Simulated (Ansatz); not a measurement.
# CH9BOSSi2: the cost of one run

All numbers below are computed with Ansatz 0.2.0 (RKS PBE0/6-31G*).

### 1 Starting point

Bond lengths: B1–O2 1.513 Å, O2–C3 1.389 Å, C3–Si4 1.970 Å, C3–S5 1.806 Å, S5–Si6 2.161 Å, B1–H7 1.178 Å, B1–H8 1.144 Å, C3–H9 1.164 Å, Si4–H10 1.437 Å, Si4–H11 1.456 Å, Si4–H12 1.454 Å, Si6–H13 1.506 Å, Si6–H14 1.482 Å, Si6–H15 1.446 Å. Angles (14 of 23 angles, heavy atoms first): B1–O2–C3 109.4°, O2–C3–Si4 110.9°, O2–C3–S5 110.3°, Si4–C3–S5 106.1°, C3–S5–Si6 95.0°, O2–B1–H7 116.1°, O2–B1–H8 118.9°, O2–C3–H9 117.1°, Si4–C3–H9 105.7°, S5–C3–H9 106.2°, C3–Si4–H10 108.3°, C3–Si4–H11 105.7°, C3–Si4–H12 106.1°, S5–Si6–H13 109.8°.

Coordinates:

```xyz
15

B    -0.6567   -1.9197   -0.7523
O    -0.5197   -0.4358   -1.0133
C     0.4035    0.1040   -0.1274
Si    2.2154    0.0796   -0.9012
S     0.0210    1.8390    0.1942
Si   -1.7425    1.4263    1.3735
H    -1.5054   -2.2367    0.0008
H    -0.0003   -2.6487   -1.3417
H     0.4996   -0.4056    0.9144
H     3.1150    0.6915    0.0383
H     2.5250   -1.3239   -1.1334
H     2.1317    0.8194   -2.1496
H    -2.7618    0.7055    0.5313
H    -1.3993    0.6008    2.5549
H    -2.3473    2.6536    1.8410
```

### 2 End point A

Contents of input.yaml:

```yaml
crystal:
  periodic: [false, false, false]
  atoms:
    - { symbol: B, position_ang: [-0.6567, -1.9197, -0.7523] }
    - { symbol: O, position_ang: [-0.5197, -0.4358, -1.0133] }
    - { symbol: C, position_ang: [0.4035, 0.104, -0.1274] }
    - { symbol: Si, position_ang: [2.2154, 0.0796, -0.9012] }
    - { symbol: S, position_ang: [0.021, 1.839, 0.1942] }
    - { symbol: Si, position_ang: [-1.7425, 1.4263, 1.3735] }
    - { symbol: H, position_ang: [-1.5054, -2.2367, 0.0008] }
    - { symbol: H, position_ang: [-0.0003, -2.6487, -1.3417] }
    - { symbol: H, position_ang: [0.4996, -0.4056, 0.9144] }
    - { symbol: H, position_ang: [3.115, 0.6915, 0.0383] }
    - { symbol: H, position_ang: [2.525, -1.3239, -1.1334] }
    - { symbol: H, position_ang: [2.1317, 0.8194, -2.1496] }
    - { symbol: H, position_ang: [-2.7618, 0.7055, 0.5313] }
    - { symbol: H, position_ang: [-1.3993, 0.6008, 2.5549] }
    - { symbol: H, position_ang: [-2.3473, 2.6536, 1.841] }
basis:
  gaussian: { orbitals: "6-31G*" }
hamiltonian:
  xc: pbe0
relax:
  f_tol: 0.015
  max_steps: 40
output:
  orbitals: {}
```

Run with:

```bash
> ansatz run input.yaml --threads 2 --pin off --max-ram 3072MiB --backend cpu --events-out ev --progress --plain --runs-dir out
```

What time and memory should one allow on 2 threads of Arm Neoverse V1, shared host?

About 1.7 min, with a peak of 0.32 GiB.
